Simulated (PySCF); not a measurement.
# BPb: bond curves at several levels of theory

One table from this session's results is given with a row withheld; the runs are named, their logs left out.

The runs use PySCF 2.14.0; B def2-SVPD, Pb def2-SVPD with ECP60, scalar-relativistic core potentials.

Set-up of the first run:

The job is set up so:

```yaml
atoms: B, Pb
charge: 0
basis: B def2-SVPD, Pb def2-SVPD with ECP60
Hamiltonian: scalar-relativistic core potentials
basis_functions: 52
electrons_treated: 27
masses_in_u: 11.0093, 207.9766
levels: PBE0, PBE, r²SCAN, BLYP, M06-2X, BP86, HF, MP2, SCS-MP2, CCSD, CCSD(T)
grid: 80 radial by 434 angular points
occupations: held fixed by the projection of orbital angular momentum
dissociation_limit: B + Pb, each in its ground configuration
starting_distance_in_angstrom: 2.210
values_of_2S_to_try: 1, 3
```

Launch:

```sh
OMP_NUM_THREADS=1 python dia.py task.json out
```

Steps of the session up to this table: Set-up; The PBE0 curve of the state that the search chose; Excited determinants; PBE; r²SCAN (meta-GGA); BLYP (GGA); M06-2X; BP86 (GGA); UHF (mean field); MP2 and coupled cluster.

One of the session's tables, all rows but one given; the rest of the session is left out.

It belongs to the step «The curves together». Energy (eV) from each level's lowest point:

```
R (Å)    UHF  UHF-MP2  UHF-SCS-MP2  UHF-CCSD  UHF-CCSD(T)
1.943  0.739    0.817        0.829       n/a          n/a
2.033  0.305    0.361        0.373     0.393        0.412
2.123  0.081    0.107        0.116     0.135        0.145
2.191  0.012    0.018        0.024     0.037        0.042
2.259  0.000    0.000        0.000     0.000        0.000
2.327  0.028    0.042        0.033     0.009        0.006
2.417      ?        ?            ?         ?            ?
2.530  0.226    0.396        0.335     0.210        0.201
2.666  0.387    0.712        0.596     0.418        0.408
2.846  0.581    1.113        0.918       n/a          n/a
```

Estimate the missing values for R (Å) = 2.417.

Worked estimate for «UHF». A straight line through the neighbours (2.327, 0.028) and (2.530, 0.226) gives 0.028 + (0.226 − 0.028) × (2.417 − 2.327) / (2.530 − 2.327) = 0.116; a parabola fitted to 4 rows on both sides gives 0.108.

As computed: UHF: 0.102; UHF-MP2: 0.169; UHF-SCS-MP2: 0.141; UHF-CCSD: 0.074; UHF-CCSD(T): 0.067. In «UHF» the line misses by +0.014 and the parabola by +0.006.
